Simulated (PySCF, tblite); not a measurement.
# C₃H₁₁GeNSi: a rotation path, then NMR shifts on frames, part 2 of 2

tblite 0.8.0 and PySCF 2.14.0. Atoms count from 0.

### 5 Nuclear shieldings: image 3, PBE0/pcSseg-1

Job settings and geometry (Å):

```
{"job": {"kind": "nmr", "xc": "PBE0", "basis": "pcSseg-1", "pop": false}, "charge": 0, "multiplicity": 1}
Si    -1.145500     1.587000     0.033900
N     -0.571300    -0.043600    -0.078300
Ge    -1.790900    -1.412500    -0.119200
C      0.752200    -0.426300     0.328900
C      1.880700    -0.431600    -0.665100
C      1.874300     0.549200     0.471400
H     -1.386900     1.977100     1.431500
H     -0.179400     2.502800    -0.574800
H     -2.394000     1.604400    -0.727800
H     -2.906300    -1.008000    -1.025000
H     -1.085900    -2.641100    -0.611900
H     -2.337200    -1.696800     1.257500
H      0.754900    -1.244200     1.047800
H      2.593100    -1.242800    -0.648700
H      1.668600    -0.048300    -1.651300
H      2.571600     0.401700     1.282800
H      1.695000     1.584800     0.238500
```

Level: GIAO PBE0/pcSseg-1 NMR shielding, non-relativistic, gas phase.

The log of the run:

```text
coarse grid: 61680 points
cycle   1  E = -2541.2244293509  dE = -2.502e-02  |g| = 9.292e-01  |ddm| = 3.779e+00
cycle   2  E = -2541.1653170579  dE =  5.911e-02  |g| = 1.029e+00  |ddm| = 1.167e+00
cycle   3  E = -2541.2950834889  dE = -1.298e-01  |g| = 1.807e-01  |ddm| = 8.463e-01
cycle   4  E = -2541.3013196963  dE = -6.236e-03  |g| = 6.821e-02  |ddm| = 2.127e-01
cycle   5  E = -2541.3021640228  dE = -8.443e-04  |g| = 8.092e-03  |ddm| = 6.632e-02
cycle   6  E = -2541.3021784242  dE = -1.440e-05  |g| = 2.256e-03  |ddm| = 1.014e-02
cycle   7  E = -2541.3021794992  dE = -1.075e-06  |g| = 5.473e-04  |ddm| = 2.393e-03
final grid: 128672 points
cycle   8  E = -2541.3021591207  dE = -7.719e-08  |g| = 6.262e-04  |ddm| = 2.824e-03
cycle   9  E = -2541.3021590869  dE =  3.374e-08  |g| = 7.548e-04  |ddm| = 1.092e-03
cycle  10  E = -2541.3021592047  dE = -1.177e-07  |g| = 3.369e-05  |ddm| = 5.941e-04
cycle  11  E = -2541.3021592049  dE = -2.588e-10  |g| = 1.305e-05  |ddm| = 4.952e-05
converged SCF energy = -2541.3021592049

GIAO shielding tensors (ppm)
atom      isotropic    diamagn.    paramagn.     s11        s22        s33       span
  0 Si     410.825     881.394    -470.570    366.129    390.791    475.554    109.426
  1 N      266.025     330.503     -64.478    235.631    244.156    318.289     82.658
  2 Ge    1453.056    2755.976   -1302.919   1339.740   1347.684   1671.744    332.004
  3 C      152.828     242.454     -89.626    116.746    131.610    210.128     93.382
  4 C      176.196     253.615     -77.419    139.081    175.069    214.439     75.357
  5 C      178.464     253.681     -75.217    150.882    174.865    209.645     58.763
  6 H       27.086      29.982      -2.896     23.176     24.367     33.714     10.538
  7 H       27.102      30.905      -3.803     22.646     26.198     32.464      9.818
  8 H       27.328      30.608      -3.280     23.119     26.164     32.701      9.582
  9 H       27.209      29.553      -2.344     20.107     22.855     38.664     18.557
 10 H       27.182      29.298      -2.116     20.032     23.563     37.952     17.920
 11 H       27.049      29.093      -2.044     19.933     22.591     38.624     18.691
 12 H       29.496      31.560      -2.063     21.155     29.917     37.416     16.260
 13 H       31.131      31.059       0.072     25.680     26.253     41.459     15.779
 14 H       31.518      32.096      -0.578     26.523     29.462     38.569     12.046
 15 H       31.128      30.712       0.416     25.149     26.518     41.716     16.567
 16 H       30.726      32.638      -1.912     25.224     28.970     37.984     12.760
```

Wall time 20 s (1 thread of AMD EPYC 9R14, shared host); peak memory 0.95 GiB.

This run: δ C3 34.1, C4 10.7, C5 8.5, Si0 -61.7, H11 4.67, H6 4.63 ppm.

### 6 NMR shieldings: image 5, PBE0/pcSseg-1

Job settings and geometry (Å):

```
{"job": {"kind": "nmr", "xc": "PBE0", "basis": "pcSseg-1", "pop": false}, "charge": 0, "multiplicity": 1}
Si    -1.029600     1.512000    -0.252200
N     -0.577900    -0.161700    -0.178500
Ge    -1.873900    -1.419400     0.114800
C      0.767400    -0.554000     0.123200
C      1.925800    -0.059600    -0.690800
C      1.759900     0.382700     0.735900
H     -1.162600     2.097500     1.092100
H     -0.019400     2.248700    -1.012700
H     -2.317800     1.538300    -0.941100
H     -3.054400    -1.057100    -0.724600
H     -1.298100    -2.748500    -0.278600
H     -2.290900    -1.487500     1.562400
H      0.828000    -1.589400     0.450700
H      2.723300    -0.747800    -0.927800
H      1.720300     0.656400    -1.470200
H      2.444200     0.000700     1.478500
H      1.448900     1.400900     0.909000
```

With the program's defaults for keys left out, this is: GIAO PBE0/pcSseg-1 NMR shielding, non-relativistic, gas phase.

The log of the run:

```text
coarse grid: 61680 points
cycle   1  E = -2541.2219432075  dE = -5.956e-03  |g| = 9.296e-01  |ddm| = 3.779e+00
cycle   2  E = -2541.1631784778  dE =  5.876e-02  |g| = 1.028e+00  |ddm| = 1.169e+00
cycle   3  E = -2541.2927192475  dE = -1.295e-01  |g| = 1.819e-01  |ddm| = 8.491e-01
cycle   4  E = -2541.2990545423  dE = -6.335e-03  |g| = 6.826e-02  |ddm| = 2.141e-01
cycle   5  E = -2541.2999022506  dE = -8.477e-04  |g| = 8.550e-03  |ddm| = 6.644e-02
cycle   6  E = -2541.2999184031  dE = -1.615e-05  |g| = 2.267e-03  |ddm| = 1.079e-02
cycle   7  E = -2541.2999194949  dE = -1.092e-06  |g| = 5.697e-04  |ddm| = 2.510e-03
final grid: 128672 points
cycle   8  E = -2541.2999118930  dE = -6.101e-08  |g| = 6.555e-04  |ddm| = 2.122e-03
cycle   9  E = -2541.2999118552  dE =  3.783e-08  |g| = 8.003e-04  |ddm| = 1.166e-03
cycle  10  E = -2541.2999119848  dE = -1.296e-07  |g| = 4.684e-05  |ddm| = 6.160e-04
cycle  11  E = -2541.2999119853  dE = -4.702e-10  |g| = 1.845e-05  |ddm| = 6.631e-05
converged SCF energy = -2541.2999119853

GIAO shielding tensors (ppm)
atom      isotropic    diamagn.    paramagn.     s11        s22        s33       span
  0 Si     413.610     881.532    -467.921    365.472    397.964    477.395    111.923
  1 N      266.421     331.283     -64.863    231.102    254.061    314.099     82.997
  2 Ge    1443.434    2755.781   -1312.347   1318.639   1339.011   1672.652    354.013
  3 C      150.940     240.994     -90.054    113.724    129.684    209.411     95.687
  4 C      181.901     253.847     -71.946    155.864    175.296    214.544     58.680
  5 C      179.889     254.917     -75.028    148.532    176.436    214.698     66.167
  6 H       27.220      30.323      -3.104     23.672     24.275     33.712     10.040
  7 H       27.274      30.935      -3.661     22.862     26.343     32.615      9.753
  8 H       27.417      30.541      -3.123     23.199     26.181     32.871      9.672
  9 H       27.161      29.385      -2.224     20.090     22.899     38.494     18.403
 10 H       27.212      29.252      -2.039     20.219     23.367     38.052     17.832
 11 H       26.972      29.030      -2.058     19.764     22.517     38.635     18.871
 12 H       29.463      31.805      -2.342     20.661     30.936     36.792     16.131
 13 H       31.282      31.025       0.257     25.414     26.810     41.622     16.208
 14 H       31.100      32.255      -1.155     24.984     29.979     38.338     13.355
 15 H       31.158      31.144       0.014     25.189     26.513     41.773     16.584
 16 H       31.144      32.746      -1.601     25.311     30.056     38.066     12.755
```

Wall time 20 s (1 thread of AMD EPYC 9R14, shared host); peak memory 0.95 GiB.

Key values: δ C3 36.0, C5 7.0, C4 5.0, Si0 -64.5, H11 4.75, H9 4.56 ppm.

### 7 NMR shieldings: image 8, PBE0/pcSseg-1

Job settings and geometry (Å):

```
{"job": {"kind": "nmr", "xc": "PBE0", "basis": "pcSseg-1", "pop": false}, "charge": 0, "multiplicity": 1}
Si    -1.004900     1.477200    -0.770400
N     -0.593500    -0.154600    -0.363000
Ge    -1.787800    -1.323300     0.386100
C      0.767600    -0.558200    -0.185800
C      1.926100     0.363900    -0.370300
C      1.569500    -0.115100     1.007100
H     -0.600600     2.443300     0.264000
H     -0.351800     1.805100    -2.040700
H     -2.460300     1.479400    -0.902400
H     -3.151200    -0.991400    -0.119400
H     -1.357200    -2.697500    -0.038100
H     -1.760400    -1.262800     1.890100
H      0.923600    -1.590600    -0.496800
H      2.816300    -0.030700    -0.837700
H      1.733000     1.397700    -0.605500
H      2.215400    -0.827900     1.497400
H      1.109100     0.597200     1.675300
```

Level: GIAO PBE0/pcSseg-1 NMR shielding, non-relativistic, gas phase.

The log of the run:

```text
coarse grid: 61680 points
cycle   1  E = -2541.2268185951  dE = -1.189e-02  |g| = 9.271e-01  |ddm| = 3.778e+00
cycle   2  E = -2541.1694278261  dE =  5.739e-02  |g| = 1.023e+00  |ddm| = 1.149e+00
cycle   3  E = -2541.2966034986  dE = -1.272e-01  |g| = 1.821e-01  |ddm| = 8.271e-01
cycle   4  E = -2541.3029531197  dE = -6.350e-03  |g| = 6.800e-02  |ddm| = 2.104e-01
cycle   5  E = -2541.3037932712  dE = -8.402e-04  |g| = 8.146e-03  |ddm| = 6.627e-02
cycle   6  E = -2541.3038076423  dE = -1.437e-05  |g| = 2.222e-03  |ddm| = 1.027e-02
cycle   7  E = -2541.3038087048  dE = -1.063e-06  |g| = 5.612e-04  |ddm| = 2.465e-03
final grid: 128672 points
cycle   8  E = -2541.3037717751  dE = -4.075e-08  |g| = 6.396e-04  |ddm| = 1.993e-03
cycle   9  E = -2541.3037717364  dE =  3.863e-08  |g| = 7.788e-04  |ddm| = 1.106e-03
cycle  10  E = -2541.3037718636  dE = -1.272e-07  |g| = 3.892e-05  |ddm| = 5.985e-04
cycle  11  E = -2541.3037718639  dE = -3.388e-10  |g| = 1.455e-05  |ddm| = 5.552e-05
converged SCF energy = -2541.3037718639

GIAO shielding tensors (ppm)
atom      isotropic    diamagn.    paramagn.     s11        s22        s33       span
  0 Si     408.456     881.314    -472.858    366.123    384.114    475.130    109.007
  1 N      258.698     330.599     -71.902    232.166    241.194    302.733     70.567
  2 Ge    1450.426    2756.199   -1305.773   1328.077   1353.222   1669.980    341.903
  3 C      151.010     243.300     -92.290    114.099    128.299    210.633     96.534
  4 C      179.638     255.358     -75.720    150.024    176.129    212.762     62.739
  5 C      180.323     253.724     -73.401    147.803    174.688    218.476     70.673
  6 H       27.177      30.511      -3.334     23.175     25.049     33.308     10.133
  7 H       26.998      30.386      -3.389     23.427     24.460     33.106      9.679
  8 H       27.324      30.544      -3.220     22.915     26.533     32.524      9.608
  9 H       27.249      29.631      -2.382     20.028     23.069     38.649     18.621
 10 H       27.328      29.400      -2.072     20.716     22.970     38.299     17.582
 11 H       27.101      29.446      -2.344     20.015     22.893     38.396     18.382
 12 H       29.314      31.711      -2.397     21.597     28.996     37.350     15.753
 13 H       31.052      30.734       0.318     24.906     26.348     41.902     16.996
 14 H       30.704      32.703      -1.999     24.842     29.247     38.025     13.183
 15 H       31.274      31.288      -0.015     25.914     26.430     41.477     15.564
 16 H       31.488      32.430      -0.942     26.462     29.412     38.590     12.127
```

It took 19 s on 1 thread of AMD EPYC 9R14, shared host; peak memory 0.86 GiB.

In short: δ C3 35.9, C4 7.3, C5 6.6, Si0 -59.3, H7 4.72, H11 4.62 ppm.

### 8 Comparing the runs: NMR shifts

Shifts (ppm) of some atoms, chosen among heavy atoms and hydrogens apart, with basis size and wall time:

```
  frame    C5    C4   H16   H14    Si0    N1   Ge2  functions  time
image 0  13.9  13.1  0.56  0.46  -51.3  19.5  -137        188  20 s
image 1  11.0  13.9  0.81  0.34  -54.8  16.7  -133        188  20 s
image 3   8.5  10.7  0.99  0.20  -61.7   1.7  -122        188  20 s
image 5   7.0   5.0  0.57  0.62  -64.5   1.3  -112        188  20 s
image 8   6.6   7.3  0.23  1.01  -59.3   9.0  -119        188  19 s
```

### 9 Results

What follows sums up all 2 parts.

| quantity | value |
| --- | --- |
| barrier | 0.082 eV (1.9 kcal/mol) at image 3 |
| end to end (GFN2-xTB) | -0.009 eV |
| 13C shifts against TMS (PBE0/pcSseg-1, image 0) | 34.2, 13.9, 13.1 ppm |
| 1H shifts against TMS (PBE0/pcSseg-1, image 0) | 4.72, 4.69, 4.54, 4.53, 4.41, 4.30, 2.33, 0.66, 0.62, 0.56, 0.46 ppm |
| 29Si shifts against TMS (PBE0/pcSseg-1, image 0) | -51.3 ppm |
| 15N shifts against NH3 (PBE0/pcSseg-1, image 0) | 19.5 ppm |
| 73Ge shifts against GeMe4 (PBE0/pcSseg-1, image 0) | -137 ppm |
| range of the shift of Ge2 | -137 to -112 ppm |

Along the band the dihedral turns by 135°, and the top (dihedral 182°) lies 1.9 kcal/mol above the start (GFN2-xTB, rough), so at room temperature this motion is fast. Ends this close can change order at a higher level. The top was not checked by a frequency run. Shifts at one fixed geometry are not the observed spectrum, which averages over the motion. In the first frame run (image 0): The largest span, 328 ppm, is at Ge2, where the paramagnetic term is -1288 ppm. In ppm, Ge2 moves most: its shift spreads over 25 ppm, from -137 (image 0) to -112 (image 5). Spin-orbit coupling is left out, which matters for shieldings and couplings at and beside the heavy atoms.
